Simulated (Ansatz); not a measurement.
# C2BrF5: the cost of one run

Program: Ansatz 0.2.0. Level of theory: the levels named in each step. These are calculated values, not measurements.

## (1) The system as given

Bond lengths: F1–C2 1.344 Å, C2–F3 1.339 Å, C2–F4 1.339 Å, C2–C5 1.561 Å, C5–F6 1.342 Å, C5–F7 1.342 Å, C5–Br8 1.960 Å. Angles: F1–C2–F3 108.9°, F1–C2–F4 108.9°, F1–C2–C5 108.7°, F3–C2–F4 109.4°, F3–C2–C5 110.4°, F4–C2–C5 110.4°, C2–C5–F6 108.8°, C2–C5–F7 108.8°, C2–C5–Br8 110.9°, F6–C5–F7 109.0°, F6–C5–Br8 109.7°, F7–C5–Br8 109.7°.

As a file:

```xyz
8

F    -1.4274   -2.0191    0.4384
C    -1.1537   -0.7277    0.1834
F    -1.7342   -0.3810   -0.9726
F    -1.6491    0.0249    1.1743
C     0.3943   -0.5527    0.0889
F     0.9448   -0.9351    1.2519
F     0.8596   -1.3403   -0.8934
Br    0.8648    1.3137   -0.2823
```

## (2) Relaxation, PBE0-D4/def2-TZVPP

input.yaml reads:

```yaml
crystal:
  periodic: [false, false, false]
  atoms:
    - { symbol: F, position_ang: [-1.42744308, -2.01906866, 0.43841221] }
    - { symbol: C, position_ang: [-1.1537248, -0.72773635, 0.18341888] }
    - { symbol: F, position_ang: [-1.73424026, -0.38099963, -0.97261691] }
    - { symbol: F, position_ang: [-1.64906862, 0.02487796, 1.17429193] }
    - { symbol: C, position_ang: [0.39433569, -0.55268387, 0.0888779] }
    - { symbol: F, position_ang: [0.9447724, -0.93511055, 1.25188977] }
    - { symbol: F, position_ang: [0.85957407, -1.34034968, -0.89344091] }
    - { symbol: Br, position_ang: [0.8647946, 1.31371077, -0.28234287] }
basis:
  gaussian: { orbitals: def2-TZVPP }
hamiltonian:
  xc: pbe0
  dispersion: d4
relax:
  f_tol: 0.002
  max_steps: 150
```

Run with:

```console
$ ansatz run input.yaml --threads 4 --pin off --max-ram 10240MiB --backend cpu --events-out ev --progress --plain --runs-dir out
```

**Question.** How long does this run take on 4 threads of AMD EPYC (Zen 3), shared host, and how much memory does it need?

About 2 min, with a peak of 0.98 GiB.
